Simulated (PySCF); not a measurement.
# Ta(OH)₂: one geometry, several methods

How much do the numbers for Ta(OH)₂ (quartet) hang on the method? All levels run at one geometry, the PBE0 minimum.

Method: several methods, basis Ta def2-TZVP with ECP60, O def2-TZVP, H def2-TZVP, scalar-relativistic core potentials, no spin–orbit coupling, density fitting; program: PySCF 2.14.0.

**1. The system as given**

5 atoms, charge 0, spin multiplicity 4.

Bond lengths: Ta1–O2 1.890 Å, Ta1–O3 1.890 Å, O2–H4 0.951 Å, O3–H5 0.951 Å. Angles: O2–Ta1–O3 180.0°, Ta1–O2–H4 180.0°, Ta1–O3–H5 180.0°.

```xyz
5
charge 0 multiplicity 4
Ta    0.0000    0.0000    0.0000
O    -0.3403    0.0000    1.8594
O     0.3403    0.0000   -1.8594
H    -0.5115    0.0000    2.7951
H     0.5115    0.0000   -2.7951
```

**2. PBE0**

One driver script runs all steps and calls PySCF; scf.py shows the equivalent input of each level. Each SCF starts from the density of the minimum. The driver also runs the species with one electron less or more at the same geometry (one less: multiplicity 3, one more: multiplicity 3); their logs are not shown.

The input, scf.py:

```python
from pyscf import gto, scf, dft
mol = gto.M(atom='''
Ta     0.000000     0.000000     0.000000
O     -0.340292    -0.000000     1.859392
O      0.340292     0.000000    -1.859392
H     -0.511546     0.000000     2.795140
H      0.511546     0.000000    -2.795140''',
    basis={'Ta': 'def2-TZVP', 'O': 'def2-TZVP', 'H': 'def2-TZVP'},
    ecp={'Ta': 'def2-TZVP'},
    charge=0, spin=3)
mf = dft.UKS(mol, xc='PBE0')
mf.grids.atom_grid = (99, 590)
aux = {'Ta': 'def2-universal-JKFIT', 'O': 'def2-universal-JKFIT', 'H': 'def2-universal-JKFIT'}
mf = mf.density_fit(auxbasis=aux)
mf.kernel()
```

**3. HF**

Changes to scf.py since step 2:

```diff
@@ -11,2 +11 @@
-mf = dft.UKS(mol, xc='PBE0')
-mf.grids.atom_grid = (99, 590)
+mf = scf.UHF(mol)
```

**4. MP2**

Changes to scf.py since step 3:

```diff
@@ -14,0 +15,2 @@
+from pyscf.mp import dfump2
+dfump2.DFUMP2(mf, frozen=2).kernel()  # the driver gives MP2 a fitting basis of its own (RI)
```

**5. PBE**

Changes to scf.py since step 4:

```diff
@@ -11 +11,2 @@
-mf = scf.UHF(mol)
+mf = dft.UKS(mol, xc='PBE')
+mf.grids.atom_grid = (99, 590)
@@ -15,2 +15,0 @@
-from pyscf.mp import dfump2
-dfump2.DFUMP2(mf, frozen=2).kernel()  # the driver gives MP2 a fitting basis of its own (RI)
```

**6. r2SCAN**

Changes to scf.py since step 5:

```diff
@@ -11 +11 @@
-mf = dft.UKS(mol, xc='PBE')
+mf = dft.UKS(mol, xc='R2SCAN')
```

**7. B3LYP**

Changes to scf.py since step 6:

```diff
@@ -11 +11 @@
-mf = dft.UKS(mol, xc='R2SCAN')
+mf = dft.UKS(mol, xc='B3LYP')
```

**8. TPSSh**

Changes to scf.py since step 7:

```diff
@@ -11 +11 @@
-mf = dft.UKS(mol, xc='B3LYP')
+mf = dft.UKS(mol, xc='TPSSH')
```

**9. revPBE**

Changes to scf.py since step 8:

```diff
@@ -11 +11 @@
-mf = dft.UKS(mol, xc='TPSSH')
+mf = dft.UKS(mol, xc='PBE_R,PBE')
```

**10. TPSS**

Changes to scf.py since step 9:

```diff
@@ -11 +11 @@
-mf = dft.UKS(mol, xc='PBE_R,PBE')
+mf = dft.UKS(mol, xc='TPSS')
```

(Steps that only read results are left out.)

Before running it: what results should come out? Wanted: atomisation energy, range; vertical ionisation energy, range; vertical electron affinity, range; orbital gap, range.

**Answer**, as computed:

```
                         quantity                           value
        atomisation energy, range  1334 (HF) to 1991 (PBE) kJ/mol
vertical ionisation energy, range     6.61 (HF) to 7.12 (PBE0) eV
vertical electron affinity, range   -1.05 (HF) to 0.44 (B3LYP) eV
               orbital gap, range     0.61 (TPSS) to 9.15 (HF) eV
```

The atomisation energy spreads over 657 kJ/mol, from HF to PBE; without a CCSD(T) value for it there is no yardstick here. Without diffuse functions electron affinities tend to come out too low. Open d and f shells are described by one determinant, and the ground state may have another occupation or spin. Spin–orbit coupling, left out here, can matter for elements this heavy.
